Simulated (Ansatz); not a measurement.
# C2H5AlBF: rotation by 180° about the C2–Al4 bond, part 2 of 2

Wanted: the energy profile along the rotation by 180° about the C2–Al4 bond, from relaxed end points and a band of images. SMILES of the start: B[C](=C)[AlH][F].

Ansatz 0.2.0; RKS BLYP/def2-SVP. The steps go on from the part before.

### Step 5. Images and barrier

The 9 inner images lie between the fixed ends 0 and 10. Energy is taken from image 0, and the path length is the program's own coordinate along the band.

| image | path (Å) | energy (eV) | dihedral C3–C2–Al4–F5 (°) | band force (eV/Å) |
| --- | --- | --- | --- | --- |
| 0 | 0.000 | 0.0000 | -180 | - |
| 1 | 0.496 | 0.0065 | -163 | 0.006 |
| 2 | 0.992 | 0.0224 | -148 | 0.008 |
| 3 | 1.487 | 0.0404 | -133 | 0.006 |
| 4 | 1.983 | 0.0535 | -118 | 0.017 |
| 5* | 2.479 | 0.0580 | -103 | 0.007 |
| 6 | 3.110 | 0.0517 | -83 | 0.005 |
| 7 | 3.740 | 0.0371 | -62 | 0.005 |
| 8 | 4.371 | 0.0164 | -40 | 0.007 |
| 9 | 5.001 | -0.0065 | -20 | 0.004 |
| 10 | 5.632 | -0.0172 | 0 | - |

The star marks the climbing image.

image, energy (eV) and a bar:
```
        0      0.000 #######
        1      0.006 #########
        2      0.022 ################
        3      0.040 #######################
        4      0.053 ############################
        5      0.058 ##############################
        6      0.052 ###########################
        7      0.037 ######################
        8      0.016 #############
        9     -0.007 ####
       10     -0.017
```

How the highest energy settled:

| iteration | highest image above image 0 (eV) | largest band force (eV/Å) |
| --- | --- | --- |
| 1 | 7.9633 | 29.002 |
| 3 | 0.8829 | 4.231 |
| 5 | 0.0748 | 0.686 |
| 7 | 0.0581 | 0.139 |
| 9 | 0.0578 | 0.044 |
| 11 | 0.0583 | 0.079 |
| 13 | 0.0581 | 0.076 |
| 15 | 0.0580 | 0.017 |

The band as a trajectory file:

```xyz
10
image=0 dE=0.0000
B    -1.487   -0.585   -0.386
C    -0.050   -0.162    0.050
C     0.670   -1.041    0.817
Al    0.817    1.539   -0.407
F     0.006    2.682   -1.337
H    -2.197    0.140   -1.052
H    -1.917   -1.675   -0.051
H     1.696   -0.838    1.182
H     0.256   -2.023    1.121
H     2.288    1.912    0.066
10
image=1 dE=0.0065
B    -1.461   -0.604   -0.429
C    -0.044   -0.165    0.052
C     0.647   -1.023    0.865
Al    0.822    1.533   -0.422
F    -0.095    2.797   -1.047
H    -2.136    0.091   -1.162
H    -1.906   -1.682   -0.076
H     1.665   -0.818    1.253
H     0.216   -1.990    1.191
H     2.374    1.811   -0.221
10
image=2 dE=0.0224
B    -1.430   -0.612   -0.459
C    -0.030   -0.167    0.064
C     0.627   -1.017    0.913
Al    0.824    1.527   -0.444
F    -0.143    2.872   -0.741
H    -2.069    0.063   -1.242
H    -1.897   -1.678   -0.096
H     1.636   -0.820    1.326
H     0.172   -1.972    1.245
H     2.393    1.753   -0.562
10
image=3 dE=0.0404
B    -1.396   -0.617   -0.482
C    -0.013   -0.170    0.082
C     0.609   -1.014    0.962
Al    0.820    1.523   -0.469
F    -0.123    2.917   -0.445
H    -1.996    0.040   -1.312
H    -1.890   -1.667   -0.109
H     1.606   -0.822    1.406
H     0.134   -1.960    1.289
H     2.330    1.720   -0.920
10
image=4 dE=0.0535
B    -1.356   -0.628   -0.509
C     0.002   -0.171    0.103
C     0.590   -1.004    1.016
Al    0.810    1.519   -0.492
F    -0.029    2.945   -0.176
H    -1.915    0.009   -1.383
H    -1.877   -1.662   -0.127
H     1.567   -0.808    1.498
H     0.102   -1.948    1.332
H     2.190    1.696   -1.258
10
image=5 dE=0.0580
B    -1.312   -0.653   -0.550
C     0.014   -0.173    0.114
C     0.560   -0.981    1.074
Al    0.801    1.516   -0.508
F     0.136    2.957    0.057
H    -1.840   -0.030   -1.455
H    -1.846   -1.682   -0.176
H     1.505   -0.760    1.607
H     0.069   -1.926    1.380
H     1.996    1.681   -1.540
10
image=6 dE=0.0517
B    -1.310   -0.636   -0.535
C     0.027   -0.180    0.120
C     0.584   -1.008    1.056
Al    0.775    1.523   -0.508
F     0.503    2.918    0.398
H    -1.838    0.006   -1.428
H    -1.863   -1.654   -0.160
H     1.533   -0.796    1.586
H     0.102   -1.965    1.338
H     1.571    1.739   -1.865
10
image=7 dE=0.0371
B    -1.350   -0.620   -0.504
C     0.018   -0.183    0.098
C     0.613   -1.028    0.996
Al    0.765    1.532   -0.499
F     1.024    2.761    0.625
H    -1.923    0.050   -1.346
H    -1.884   -1.647   -0.127
H     1.578   -0.820    1.496
H     0.148   -1.996    1.271
H     1.094    1.900   -2.007
10
image=8 dE=0.0164
B    -1.407   -0.605   -0.456
C    -0.006   -0.180    0.071
C     0.642   -1.039    0.918
Al    0.756    1.543   -0.488
F     1.571    2.485    0.648
H    -2.040    0.091   -1.230
H    -1.908   -1.649   -0.080
H     1.631   -0.831    1.371
H     0.200   -2.016    1.199
H     0.644    2.150   -1.949
10
image=9 dE=-0.0065
B    -1.457   -0.594   -0.410
C    -0.032   -0.171    0.054
C     0.665   -1.041    0.852
Al    0.746    1.554   -0.471
F     2.020    2.156    0.455
H    -2.142    0.123   -1.115
H    -1.920   -1.662   -0.051
H     1.674   -0.829    1.253
H     0.244   -2.025    1.141
H     0.284    2.437   -1.704
10
image=10 dE=-0.0172
B    -1.480   -0.583   -0.383
C    -0.045   -0.164    0.054
C     0.674   -1.045    0.820
Al    0.741    1.564   -0.451
F     2.307    1.885    0.087
H    -2.186    0.144   -1.056
H    -1.921   -1.668   -0.049
H     1.700   -0.843    1.183
H     0.255   -2.026    1.120
H     0.038    2.686   -1.322
```

### Step 6. Vibrations at the top

The geometry is the highest inner image of the first converged band.

The input, input.yaml:

```yaml
crystal:
  periodic: [false, false, false]
  atoms:
    - { symbol: B, position_ang: [-1.311571, -0.653245, -0.550361] }
    - { symbol: C, position_ang: [0.013684, -0.1735, 0.11375] }
    - { symbol: C, position_ang: [0.559661, -0.980571, 1.074312] }
    - { symbol: Al, position_ang: [0.800543, 1.515538, -0.508012] }
    - { symbol: F, position_ang: [0.135584, 2.957036, 0.057266] }
    - { symbol: H, position_ang: [-1.839884, -0.02987, -1.455227] }
    - { symbol: H, position_ang: [-1.845625, -1.681711, -0.175795] }
    - { symbol: H, position_ang: [1.504948, -0.760229, 1.607337] }
    - { symbol: H, position_ang: [0.069291, -1.925924, 1.379752] }
    - { symbol: H, position_ang: [1.996368, 1.681376, -1.540221] }
basis:
  gaussian: { orbitals: def2-SVP }
hamiltonian:
  xc: blyp
phonons: {}
```

Started as:

```bash
> ansatz run input.yaml --threads 2 --pin off --max-ram 3072MiB --backend cpu --events-out ev --progress --plain --runs-dir out
```

What it wrote, shortened:

```text
Warning: RAYON_NUM_THREADS=2 ignored (pool sized by the plan → 2); use --threads N
[...]
Functional definition: BLYP
[...]
1101 factors; their error is unknown
[...]
mean field -12137.96314164 eV, -446.0619180482 hartree, gradient 1.8e-5 eV, S^2 0.000000; 0 other end points of the search recorded, 0 dependent functions left out
[...]
reference -12137.96350986 eV, -446.0619315804 hartree; 22, 22 occupied and 77, 77 virtual orbitals, 1101 factors
[...]
1101 factors; their error is unknown
mean field -12137.96303834 eV, -446.0619142521 hartree, gradient 2.3e-6 eV, S^2 0.000000; 0 other end points of the search recorded, 0 dependent functions left out
[...]
reference -12137.96340658 eV, -446.0619277848 hartree; 22, 22 occupied and 77, 77 virtual orbitals, 1101 factors
[...]
1101 factors; their error is unknown
mean field -12137.96305551 eV, -446.0619148831 hartree, gradient 8.5e-7 eV, S^2 0.000000; 0 other end points of the search recorded, 0 dependent functions left out
[...]
WARN: phonons: modes at or below zero, which the zero-point energy, F, S and C_V leave out: 1, the lowest at -48.07 cm⁻¹. A minimum has none, and a first-order saddle one
[...]
Atom 1 at     0.013684    -0.173500     0.113750 Å, force     0.003378     0.002928    -0.001597 eV/Å
Atom 2 at     0.559661    -0.980571     1.074312 Å, force    -0.000941     0.001309     0.005370 eV/Å
Atom 3 at     0.800543     1.515538    -0.508012 Å, force     0.002014    -0.006917    -0.004448 eV/Å
Atom 4 at     0.135584     2.957036     0.057266 Å, force    -0.003466     0.007109     0.003110 eV/Å
Atom 5 at    -1.839884    -0.029870    -1.455227 Å, force     0.002160    -0.003115    -0.004665 eV/Å
Atom 6 at    -1.845625    -1.681711    -0.175795 Å, force    -0.001724    -0.000348     0.001215 eV/Å
Atom 7 at     1.504948    -0.760229     1.607337 Å, force     0.000367    -0.002408    -0.001708 eV/Å
Atom 8 at     0.069291    -1.925924     1.379752 Å, force     0.001227    -0.003815    -0.001179 eV/Å
Atom 9 at     1.996368     1.681376    -1.540221 Å, force     0.000340     0.001302     0.000152 eV/Å
Dipole moment:     0.245903    -0.348957     0.138898 e Å
Vibrations: -48.07 113.40 133.92 165.11 305.58 361.39 470.41 532.57 577.32 682.22 831.95 862.12 945.68 994.22 1013.24 1141.35 1227.99 1396.33 1564.88 1906.08 2473.23 2550.07 2985.31 3063.19 cm⁻¹, zero-point energy 1.630240 eV
```

It took 60 s on 2 threads of Arm Neoverse V1, shared host; peak memory 0.13 GiB.

Of 24 modes, 1 is imaginary by more than 30 cm⁻¹ (48i cm⁻¹).

### Step 7. Another band, settings changed

crystal.atoms is end A as relaxed above, and neb.final_atoms is end B, turned to lie on A. With 9 inner images the band has 11 in all. The start path is listed, through a guess of the saddle.

The input, input.yaml:

```yaml
crystal:
  periodic: [false, false, false]
  atoms:
    - { symbol: B, position_ang: [-1.486517, -0.58532, -0.385737] }
    - { symbol: C, position_ang: [-0.049835, -0.162219, 0.05021] }
    - { symbol: C, position_ang: [0.669655, -1.040741, 0.816556] }
    - { symbol: Al, position_ang: [0.817126, 1.538912, -0.406572] }
    - { symbol: F, position_ang: [0.006401, 2.682257, -1.336748] }
    - { symbol: H, position_ang: [-2.197057, 0.140106, -1.051999] }
    - { symbol: H, position_ang: [-1.916912, -1.675316, -0.051169] }
    - { symbol: H, position_ang: [1.696364, -0.838213, 1.182032] }
    - { symbol: H, position_ang: [0.255538, -2.022557, 1.12066] }
    - { symbol: H, position_ang: [2.288237, 1.911992, 0.065567] }
basis:
  gaussian: { orbitals: def2-SVP }
hamiltonian:
  xc: blyp
neb:
  order_check: false
  images: 9
  f_tol: 0.03
  max_iterations: 60
  optimiser: fire
  climbing: immediate
  final_atoms:
    - { symbol: B, position_ang: [-1.47970868, -0.58289809, -0.38319455] }
    - { symbol: C, position_ang: [-0.04513779, -0.16406582, 0.05437235] }
    - { symbol: C, position_ang: [0.67397337, -1.04532703, 0.81961049] }
    - { symbol: Al, position_ang: [0.74141303, 1.56358734, -0.45139806] }
    - { symbol: F, position_ang: [2.30693221, 1.88510151, 0.08704612] }
    - { symbol: H, position_ang: [-2.18640925, 0.14376933, -1.05598606] }
    - { symbol: H, position_ang: [-1.92109188, -1.66810724, -0.04902081] }
    - { symbol: H, position_ang: [1.69972778, -0.8427045, 1.18282553] }
    - { symbol: H, position_ang: [0.25524379, -2.02630251, 1.12035358] }
    - { symbol: H, position_ang: [0.03805741, 2.68584802, -1.32180857] }
  initial_path:
    images:
      - { positions_ang: [[-1.486517, -0.58532, -0.385737], [-0.049835, -0.162219, 0.05021], [0.669655, -1.040741, 0.816556], [0.817126, 1.538912, -0.406572], [0.006401, 2.682257, -1.336748], [-2.197057, 0.140106, -1.051999], [-1.916912, -1.675316, -0.051169], [1.696364, -0.838213, 1.182032], [0.255538, -2.022557, 1.12066], [2.288237, 1.911992, 0.065567]] }
      - { positions_ang: [[-1.45078707, -0.62033983, -0.42582598], [-0.0488412, -0.17369251, 0.05584956], [0.63677064, -1.01736676, 0.86100371], [0.81835446, 1.53256055, -0.42863218], [0.06374223, 2.75140721, -0.99638841], [-2.12890648, 0.09715017, -1.13794742], [-1.89994609, -1.68678752, -0.09497761], [1.65352092, -0.7804063, 1.25241858], [0.22538784, -1.98562229, 1.18445983], [2.21370475, 1.83199828, -0.26716008]] }
      - { positions_ang: [[-1.41505715, -0.65535966, -0.46591495], [-0.04784741, -0.18516601, 0.06148912], [0.60388629, -0.99399253, 0.90545141], [0.81958292, 1.52620909, -0.45069236], [0.12108346, 2.82055741, -0.65602882], [-2.06075596, 0.05419434, -1.22389584], [-1.88298018, -1.69825903, -0.13878622], [1.61067785, -0.72259959, 1.32280517], [0.19523769, -1.94868757, 1.24825965], [2.1391725, 1.75200456, -0.59988717]] }
      - { positions_ang: [[-1.37932722, -0.69037949, -0.50600393], [-0.04685361, -0.19663952, 0.06712869], [0.57100193, -0.97061829, 0.94989912], [0.82081137, 1.51985764, -0.47275254], [0.1784247, 2.88970762, -0.31566923], [-1.99260544, 0.01123851, -1.30984426], [-1.86601427, -1.70973055, -0.18259482], [1.56783477, -0.66479289, 1.39319175], [0.16508753, -1.91175286, 1.31205948], [2.06464025, 1.67201084, -0.93261425]] }
      - { positions_ang: [[-1.3435973, -0.72539932, -0.54609291], [-0.04585982, -0.20811303, 0.07276825], [0.53811757, -0.94724405, 0.99434682], [0.82203983, 1.51350619, -0.49481272], [0.23576593, 2.95885783, 0.02469036], [-1.92445492, -0.03171733, -1.39579267], [-1.84904837, -1.72120206, -0.22640343], [1.52499169, -0.60698619, 1.46357833], [0.13493737, -1.87481815, 1.37585931], [1.99010799, 1.59201711, -1.26534134]] }
      - { positions_ang: [[-1.30786737, -0.76041915, -0.58618188], [-0.04486602, -0.21958653, 0.07840781], [0.50523321, -0.92386982, 1.03879453], [0.82326829, 1.50715474, -0.5168729], [0.29310716, 3.02800803, 0.36504995], [-1.85630439, -0.07467316, -1.48174109], [-1.83208246, -1.73267358, -0.27021204], [1.48214862, -0.54917948, 1.53396491], [0.10478722, -1.83788344, 1.43965914], [1.91557574, 1.51202339, -1.59806842]] }
      - { positions_ang: [[-1.34223563, -0.72491494, -0.54558442], [-0.04492037, -0.20848239, 0.07360072], [0.53898125, -0.94816126, 0.99495772], [0.80689724, 1.51844126, -0.50377793], [0.69587217, 2.79942673, 0.30944918], [-1.92232536, -0.03098466, -1.39659009], [-1.84988434, -1.71976031, -0.2259738], [1.52566445, -0.60788449, 1.46373704], [0.13487853, -1.87556725, 1.37579803], [1.54007208, 1.74678832, -1.54281645]] }
      - { positions_ang: [[-1.37660389, -0.68941073, -0.50498695], [-0.04497473, -0.19737825, 0.06879362], [0.57272928, -0.9724527, 0.95112091], [0.79052619, 1.52972778, -0.49068297], [1.09863718, 2.57084542, 0.25384842], [-1.98834633, 0.01270384, -1.31143908], [-1.86768623, -1.70684705, -0.18173555], [1.56918028, -0.66658949, 1.39350916], [0.16496984, -1.91325107, 1.31193691], [1.16456841, 1.98155324, -1.48756448]] }
      - { positions_ang: [[-1.41097216, -0.65390652, -0.46438948], [-0.04502908, -0.18627411, 0.06398653], [0.60647731, -0.99674414, 0.9072841], [0.77415514, 1.5410143, -0.477588], [1.50140219, 2.34226412, 0.19824765], [-2.05436731, 0.05639233, -1.22628807], [-1.88548811, -1.69393378, -0.1374973], [1.61269611, -0.72529449, 1.32328128], [0.19506116, -1.95093488, 1.2480758], [0.78906474, 2.21631817, -1.43231251]] }
      - { positions_ang: [[-1.44534042, -0.6184023, -0.42379202], [-0.04508343, -0.17516996, 0.05917944], [0.64022534, -1.02103559, 0.8634473], [0.75778408, 1.55230082, -0.46449303], [1.9041672, 2.11368281, 0.14264689], [-2.12038828, 0.10008083, -1.14113707], [-1.90329, -1.68102051, -0.09325906], [1.65621194, -0.7839995, 1.2530534], [0.22515247, -1.9886187, 1.18421469], [0.41356107, 2.4510831, -1.37706054]] }
      - { positions_ang: [[-1.47970868, -0.58289809, -0.38319455], [-0.04513779, -0.16406582, 0.05437235], [0.67397337, -1.04532703, 0.81961049], [0.74141303, 1.56358734, -0.45139806], [2.30693221, 1.88510151, 0.08704612], [-2.18640925, 0.14376933, -1.05598606], [-1.92109188, -1.66810724, -0.04902081], [1.69972778, -0.8427045, 1.18282553], [0.25524379, -2.02630251, 1.12035358], [0.03805741, 2.68584802, -1.32180857]] }
```

Started as:

```bash
> ansatz run input.yaml --threads 2 --pin off --max-ram 3072MiB --backend cpu --events-out ev --progress --plain --runs-dir out
```

What it wrote, shortened:

```text
Warning: RAYON_NUM_THREADS=2 ignored (pool sized by the plan → 2); use --threads N
[...]
Functional definition: BLYP
[...]
1101 factors; their error is unknown
[...]
mean field -12138.02115051 eV, -446.0640498351 hartree, gradient 5.1e-5 eV, S^2 0.000000; 0 other end points of the search recorded, 0 dependent functions left out
[...]
reference -12138.02151009 eV, -446.0640630494 hartree; 22, 22 occupied and 77, 77 virtual orbitals, 1101 factors
1101 factors; their error is unknown
[...]
mean field -12138.03839912 eV, -446.0646837099 hartree, gradient 1.8e-5 eV, S^2 0.000000; 0 other end points of the search recorded, 0 dependent functions left out
[...]
reference -12138.03876076 eV, -446.0646969998 hartree; 22, 22 occupied and 77, 77 virtual orbitals, 1101 factors
NEB end point (image 0): max|allowed force component| = 3.805e-3 eV/Å (the criterion of neb.relax_end_points is 1.000e-2)
[...]
mean field -12136.32867209 eV, -446.0018524003 hartree, gradient 1.2e-5 eV, S^2 0.000000; 0 other end points of the search recorded, 0 dependent functions left out
[...]
reference -12136.32903783 eV, -446.0018658410 hartree; 22, 22 occupied and 77, 77 virtual orbitals, 1101 factors
1101 factors; their error is unknown
mean field -12131.25037693 eV, -445.8152284952 hartree, gradient 4.5e-5 eV, S^2 0.000000; 0 other end points of the search recorded, 0 dependent functions left out
[...]
reference -12131.25074128 eV, -445.8152418851 hartree; 22, 22 occupied and 77, 77 virtual orbitals, 1101 factors
1101 factors; their error is unknown
[...]
mean field -12130.05785197 eV, -445.7714040115 hartree, gradient 6.6e-5 eV, S^2 0.000000; 0 other end points of the search recorded, 0 dependent functions left out
[...]
NEB iter   1: max|band force component| = 2.906e1 eV/Å  barrier→ = 7.9633 eV  barrier← = 7.9805 eV  CI = image 8  Δτ_max = 0.2000 Å  (305 SCF iters)
NEB iter   2: max|band force component| = 6.923e0 eV/Å  barrier→ = 1.7309 eV  barrier← = 1.7481 eV  CI = image 8  Δτ_max = 0.1080 Å  (292 SCF iters)
```

### Step 8. More of the same log: band between the two ends

Output, continued, shortened:

```text
NEB iter   3: max|band force component| = 3.048e0 eV/Å  barrier→ = 1.0004 eV  barrier← = 1.0177 eV  CI = image 8  Δτ_max = 0.1472 Å  (276 SCF iters)
[...]
NEB iter  14: max|band force component| = 6.431e-1 eV/Å  barrier→ = 0.1178 eV  barrier← = 0.1351 eV  CI = image 7  Δτ_max = 0.0369 Å  (293 SCF iters)
[...]
NEB iter  25: max|band force component| = 1.606e-1 eV/Å  barrier→ = 0.0767 eV  barrier← = 0.0939 eV  CI = image 5  Δτ_max = 0.0069 Å  (214 SCF iters)
[...]
NEB iter  36: max|band force component| = 5.300e-2 eV/Å  barrier→ = 0.0683 eV  barrier← = 0.0856 eV  CI = image 5  Δτ_max = 0.0053 Å  (215 SCF iters)
[...]
NEB iter  46: max|band force component| = 3.450e-2 eV/Å  barrier→ = 0.0639 eV  barrier← = 0.0812 eV  CI = image 5  Δτ_max = 0.0068 Å  (214 SCF iters)
[...]
Atom 1 at    -0.027822    -0.165990     0.088124 Å, force     0.016544    -0.001124     0.003953 eV/Å
Atom 2 at     0.536026    -0.930775     1.073501 Å, force     0.003756     0.001905     0.000849 eV/Å
Atom 3 at     0.803207     1.515757    -0.498445 Å, force     0.001397    -0.000023    -0.002916 eV/Å
Atom 4 at     0.312587     2.960795     0.217722 Å, force    -0.012393    -0.002493    -0.011561 eV/Å
Atom 5 at    -1.881934    -0.093468    -1.487180 Å, force     0.009256     0.002629    -0.001426 eV/Å
Atom 6 at    -1.822924    -1.750062    -0.218684 Å, force     0.009953     0.009890     0.018808 eV/Å
Atom 7 at     1.466125    -0.656045     1.608705 Å, force    -0.002886    -0.026160     0.020020 eV/Å
Atom 8 at     0.086512    -1.888831     1.400410 Å, force    -0.026275    -0.010844    -0.010318 eV/Å
Atom 9 at     1.941003     1.655105    -1.597375 Å, force    -0.010854     0.019358    -0.018057 eV/Å
Dipole moment:     0.209444    -0.330847     0.111126 e Å
this run last wrote the band of iteration 47 to <dir>
```

It took 11 min on 2 threads of Arm Neoverse V1, shared host; peak memory 0.13 GiB.

### Step 9. Images and barrier

The 9 inner images lie between the fixed ends 0 and 10. Energy is taken from image 0, and the path length is the program's own coordinate along the band.

| image | path (Å) | energy (eV) | dihedral C3–C2–Al4–F5 (°) | band force (eV/Å) |
| --- | --- | --- | --- | --- |
| 0 | 0.000 | 0.0000 | -180 | - |
| 1 | 0.542 | 0.0077 | -162 | 0.006 |
| 2 | 1.082 | 0.0267 | -144 | 0.013 |
| 3 | 1.622 | 0.0476 | -127 | 0.020 |
| 4 | 2.160 | 0.0613 | -110 | 0.026 |
| 5* | 2.697 | 0.0631 | -93 | 0.028 |
| 6 | 3.270 | 0.0539 | -74 | 0.027 |
| 7 | 3.842 | 0.0364 | -55 | 0.018 |
| 8 | 4.416 | 0.0134 | -36 | 0.017 |
| 9 | 4.988 | -0.0082 | -18 | 0.009 |
| 10 | 5.563 | -0.0172 | 0 | - |

The star marks the climbing image.

image, energy (eV) and a bar:
```
        0      0.000 ######
        1      0.008 #########
        2      0.027 ################
        3      0.048 ########################
        4      0.061 #############################
        5      0.063 ##############################
        6      0.054 ###########################
        7      0.036 ####################
        8      0.013 ###########
        9     -0.008 ###
       10     -0.017
```

### Step 10. Outcome

What follows sums up all 2 parts.

| quantity | value |
| --- | --- |
| end A | 8 moves, 0.591 eV lower |
| end B | 7 moves, 0.572 eV lower |
| first band: barrier forwards | 0.058 eV |
| first band: barrier backwards | 0.075 eV |
| first band: second end relative to first | -0.017 eV |
| first band: highest image | 5 of 0 to 10, climbing |
| first band: band iterations | 15 |
| imaginary modes at the top | 48i cm⁻¹ |
| second band | top 0.063 eV above image 0, 47 iterations, 9 inner images |
| time, first and second band | 4 min and 11 min |

**Reading.** In the first band: the top lies 0.058 eV above the first end, or 2.2 kT at room temperature. Going back costs 0.075 eV, since the second end is 0.017 eV below the first. The listed dihedral goes from -180° at end A through -103° at the highest image to 0° at end B. One imaginary mode, as a first-order saddle point has. The second band's top lies 5 meV above the first's, so the changed settings hardly move the height. These are electronic energies, with no zero-point or thermal terms.
